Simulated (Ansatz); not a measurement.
# InP: the cost of one run

Program: Ansatz 0.2.0. Level of theory: DFT r2SCAN, scalar-relativistic, plane waves, PAW. These are calculated values, not measurements.

The COD entry's cell or inner coordinates are ideal or old and differ from later refinements, so a difference from it is no clean test against experiment.

## (1) The structure to begin with

The structure is cubic, space group F-43m (No. 216). The conventional cell has a = 5.861 Å, b = 5.861 Å, c = 5.861 Å, α = 90.00°, β = 90.00°, γ = 90.00°. Around In (site symmetry -43m) lie 4 P at 2.54 Å. Around P (site symmetry -43m) lie 4 In at 2.54 Å.

As a file:

```
In P
1.0
     0.00000    2.93050    2.93050
     2.93050    0.00000    2.93050
     2.93050    2.93050    0.00000
In P
1 1
Direct
  0.00000 0.00000 0.00000
  0.75000 0.75000 0.75000
```

Source of the structure: the Crystallography Open Database.

## (2) A first look at the start

Input file input.yaml:

```yaml
crystal:
  lattice:
    - [0.0, 2.9305, 2.9305]
    - [2.9305, 0.0, 2.9305]
    - [2.9305, 2.9305, 0.0]
  atoms:
    - { symbol: In, position: [0.0, 0.0, 0.0] }
    - { symbol: P, position: [0.75, 0.75, 0.75] }
basis:
  ecutwfc: 500
kpoints:
  mp_grid: { grid: [6, 6, 6] }
hamiltonian:
  xc: r2scan
scf:
  occupations: { method: gaussian, width: 0.1 }
output:
  forces: true
  stress: true
  eigenvalues: true
```

Run with:

```sh
> ansatz run input.yaml --threads 1 --pin off --max-ram 2560MiB --backend cpu --events-out ev --progress --plain --runs-dir out
```

What time and memory should one allow on 1 thread of AMD EPYC 9R45 (Zen 5), shared host?

About 1.4 s, with a peak of 0.5 GiB.
